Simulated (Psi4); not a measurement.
# CCSD(T)/heavy-aug-cc-pVDZ (sweep point 3) run of BrF (bromine fluoride)

What is the energy change on altering one bond length of BrF (bromine fluoride) at CCSD(T)/heavy-aug-cc-pVDZ (sweep point 3)? 

The results are computed with Psi4 1.11.

### 1 The structure to begin with

BrF: 2 atoms, total charge 0, spin state singlet. As SMILES, `FBr`. The coordinates come from a GFN2-xTB relaxation.

Bond lengths: F1–Br2 1.800 Å.

### 2 The energy at CCSD(T)/heavy-aug-cc-pVDZ (sweep point 3)

Input file brf.py:

```python
import psi4

psi4.set_memory('1600 MB')
psi4.set_num_threads(1)
psi4.set_output_file('brf.out', False)

m = psi4.geometry("""
0 1
F      0.00000000     0.00000000     0.00000000
Br     0.00000000     0.00000000     3.40139364
units au
symmetry c1
""")

options = {'basis': 'heavy-aug-cc-pVDZ', 'puream': True, 'scf_type': 'pk', 'num_frozen_docc': 10}
psi4.set_options(options)

energy_value = psi4.energy('ccsd(t)', molecule=m)
print(f'total energy {energy_value:.8f} hartree = {energy_value * 27.211386:.5f} eV')
```

Run with:

```bash
$ python brf.py
```

brf.out:

```text
[...]
  Running in c1 symmetry.
[...]
  Nuclear repulsion =   92.609098898650259
[...]
  Multiplicity = 1
[...]
  Nalpha       = 22
  Nbeta        = 22
[...]
    Number of basis functions: 59
[...]
   @RHF iter   1: -2671.70516240590678   -2.01513e+00   7.86227e-03 ADIIS/DIIS
[...]
   @RHF iter  10: -2671.76463406720677   -4.32010e-11   8.09284e-09 DIIS
[...]
    Orbital Energies [Eh]
    ---------------------
    Doubly Occupied:
       1A   -490.164211     2A    -65.297299     3A    -58.655328
       4A    -58.652209     5A    -58.652209     6A    -26.346401
       7A     -9.945371     8A     -7.561996     9A     -7.546353
      10A     -7.546353    11A     -3.301500    12A     -3.293998
      13A     -3.293998    14A     -3.274485    15A     -3.274485
      16A     -1.599513    17A     -1.037763    18A     -0.689030
      19A     -0.689030    20A     -0.657885    21A     -0.459438
      22A     -0.459438
[...]
  @RHF Final Energy: -2671.76463406720677
   => Energetics <=
    Nuclear Repulsion Energy =             92.6090988986502595
    One-Electron Energy =               -3903.9508804064462311
    Two-Electron Energy =                1139.5771474405892150
    Total Energy =                      -2671.7646340672067709
[...]
 Multipole Moments:
 ------------------------------------------------------------------------------------
     Multipole            Electronic (a.u.)      Nuclear  (a.u.)        Total (a.u.)
 ------------------------------------------------------------------------------------
 L = 1.  Multiply by 2.5417464519 to convert [e a0] to [Debye]
 Dipole X            :          0.0000000            0.0000000            0.0000000
 Dipole Y            :          0.0000000            0.0000000            0.0000000
 Dipole Z            :          2.2941878           -1.5743408            0.7198471
 Magnitude           :                                                    0.7198471
[...]
      * MP2 total energy                      = -2672.118605695282895
[...]
      * CCSD total energy                     = -2672.129836453273583
[...]
      * CCSD(T) total energy                  = -2672.140390267698876
```

On the terminal:

```text
total energy -2672.14039027 hartree = -72712.64361 eV
```

Wall time 20 s (1 thread of Intel Xeon Platinum 8375C at 2.90GHz (Ice Lake), shared host); peak memory 0.41 GiB.

### 3 The distorted shape, same level

Input file calc.py:

```python
import psi4

psi4.set_memory('1600 MB')
psi4.set_num_threads(1)
psi4.set_output_file('brf.out', False)

m = psi4.geometry("""
0 1
F      0.00000000     0.00000000    -0.68022582
Br     0.00000000     0.00000000     3.40139364
units au
symmetry c1
""")

psi4.set_options({
    'reference': 'rhf',
    'puream': True,
    'scf_type': 'pk',
    'num_frozen_docc': 10,
})

E, wfn = psi4.energy("ccsd(t)/heavy-aug-cc-pVDZ", return_wfn=True)
print(f'total energy {E:.8f} hartree = {E * 27.211386:.5f} eV')
for k, v in sorted(psi4.core.scalar_variables().items()):
    print(f'{k:45s} {v:18.10f}')
```

Run with:

```bash
$ python calc.py
```

brf.out:

```text
[...]
  Running in c1 symmetry.
[...]
  Nuclear repulsion =   77.175249453558820
[...]
  Multiplicity = 1
[...]
  Nalpha       = 22
  Nbeta        = 22
[...]
    Number of basis functions: 59
[...]
   @RHF iter   1: -2671.65167666608704   -2.29205e+00   7.76906e-03 DIIS/ADIIS
[...]
   @RHF iter  11: -2671.71007236752712    9.09495e-13   2.53537e-09 DIIS
[...]
    Orbital Energies [Eh]
    ---------------------
    Doubly Occupied:
       1A   -490.192232     2A    -65.324423     3A    -58.682656
       4A    -58.679254     5A    -58.679254     6A    -26.327432
       7A     -9.970253     8A     -7.587025     9A     -7.570641
      10A     -7.570641    11A     -3.326082    12A     -3.319000
      13A     -3.319000    14A     -3.298399    15A     -3.298399
      16A     -1.527382    17A     -1.048528    18A     -0.637570
      19A     -0.637570    20A     -0.573441    21A     -0.488231
      22A     -0.488231
[...]
  @RHF Final Energy: -2671.71007236752712
   => Energetics <=
    Nuclear Repulsion Energy =             77.1752494535588198
    One-Electron Energy =               -3872.6793513825441551
    Two-Electron Energy =                1123.7940295614580464
    Total Energy =                      -2671.7100723675271183
[...]
 Multipole Moments:
 ------------------------------------------------------------------------------------
     Multipole            Electronic (a.u.)      Nuclear  (a.u.)        Total (a.u.)
 ------------------------------------------------------------------------------------
 L = 1.  Multiply by 2.5417464519 to convert [e a0] to [Debye]
 Dipole X            :         -0.0000000            0.0000000           -0.0000000
 Dipole Y            :          0.0000000            0.0000000            0.0000000
 Dipole Z            :          3.1221303           -1.8891844            1.2329459
 Magnitude           :                                                    1.2329459
[...]
      * MP2 total energy                      = -2672.083532615200966
[...]
      * CCSD total energy                     = -2672.094089746102327
[...]
      * CCSD(T) total energy                  = -2672.109385769661003
```

The script printed:

```text
total energy -2672.10938577 hartree = -72711.79993 eV
(T) CORRECTION ENERGY                              -0.0152960236
CC D1 DIAGNOSTIC                                    0.0789822432
CC D2 DIAGNOSTIC                                    0.2630159643
CC NEW D1 DIAGNOSTIC                                0.0789822432
CC T1 DIAGNOSTIC                                    0.0183423807
CCSD CORRELATION ENERGY                            -0.3840173786
CCSD DOUBLES ENERGY                                -0.3840173786
CCSD ITERATIONS                                    17.0000000000
CCSD OPPOSITE-SPIN CORRELATION ENERGY              -0.2986565900
CCSD SAME-SPIN CORRELATION ENERGY                  -0.0853607886
CCSD SINGLES ENERGY                                 0.0000000000
CCSD TOTAL ENERGY                               -2672.0940897461
CCSD(T) CORRELATION ENERGY                         -0.3993134021
CCSD(T) TOTAL ENERGY                            -2672.1093857697
CURRENT CORRELATION ENERGY                         -0.3993134021
CURRENT ENERGY                                  -2672.1093857697
CURRENT REFERENCE ENERGY                        -2671.7100723675
DD SOLVATION ENERGY                                 0.0000000000
HF KINETIC ENERGY                                2670.2526631587
HF POTENTIAL ENERGY                             -5341.9627355262
HF TOTAL ENERGY                                 -2671.7100723675
HF VIRIAL RATIO                                     2.0005457945
MP2 CORRELATION ENERGY                             -0.3734602477
MP2 DOUBLES ENERGY                                 -0.3734602477
MP2 OPPOSITE-SPIN CORRELATION ENERGY               -0.2744607096
MP2 SAME-SPIN CORRELATION ENERGY                   -0.0989995381
MP2 SINGLES ENERGY                                 -0.0000000000
MP2 TOTAL ENERGY                                -2672.0835326152
NUCLEAR REPULSION ENERGY                           77.1752494536
ONE-ELECTRON ENERGY                             -3872.6793513825
PCM POLARIZATION ENERGY                             0.0000000000
PE ENERGY                                           0.0000000000
SCF ITERATION ENERGY                            -2671.7100723675
SCF ITERATIONS                                     11.0000000000
SCF TOTAL ENERGY                                -2671.7100723675
TWO-ELECTRON ENERGY                              1123.7940295615
```

Wall time 22 s (1 thread of Intel Xeon Platinum 8375C at 2.90GHz (Ice Lake), shared host); peak memory 0.41 GiB.

### 4 What came out

Level: CCSD(T)/heavy-aug-cc-pVDZ (sweep point 3), 10 core orbitals frozen.

| quantity | value |
| --- | --- |
| first shape: total energy | -2672.14039 Eh |
| first shape: HOMO energy (Hartree–Fock orbitals) | -12.50 eV |
| first shape: LUMO energy (Hartree–Fock orbitals) | 0.06 eV |
| first shape: HOMO–LUMO gap (Hartree–Fock orbitals) | 12.56 eV |
| first shape: correlation energy (10 core orbitals frozen) | -375.8 mEh |
| first shape: (T) correction | -10.55 mEh |
| first shape: T1 diagnostic | 0.011 |
| distorted shape: total energy | -2672.10939 Eh |
| distorted shape: HOMO energy (Hartree–Fock orbitals) | -13.29 eV |
| distorted shape: LUMO energy (Hartree–Fock orbitals) | -2.34 eV |
| distorted shape: HOMO–LUMO gap (Hartree–Fock orbitals) | 10.95 eV |
| distorted shape: correlation energy (10 core orbitals frozen) | -399.3 mEh |
| distorted shape: (T) correction | -15.30 mEh |
| distorted shape: T1 diagnostic | 0.018 |
| energy change with the F1–Br2 bond stretched from 1.800 to 2.160 Å | 0.844 eV |

What this shows: With the F1–Br2 bond stretched from 1.800 to 2.160 Å the energy rises by 0.84 eV (81.4 kJ/mol). The first shape isn't relaxed at this level, so the change isn't measured from a minimum. The triples (first shape) make up 2.8 % of the correlation energy. The triples (distorted shape) make up 3.8 % of the correlation energy.
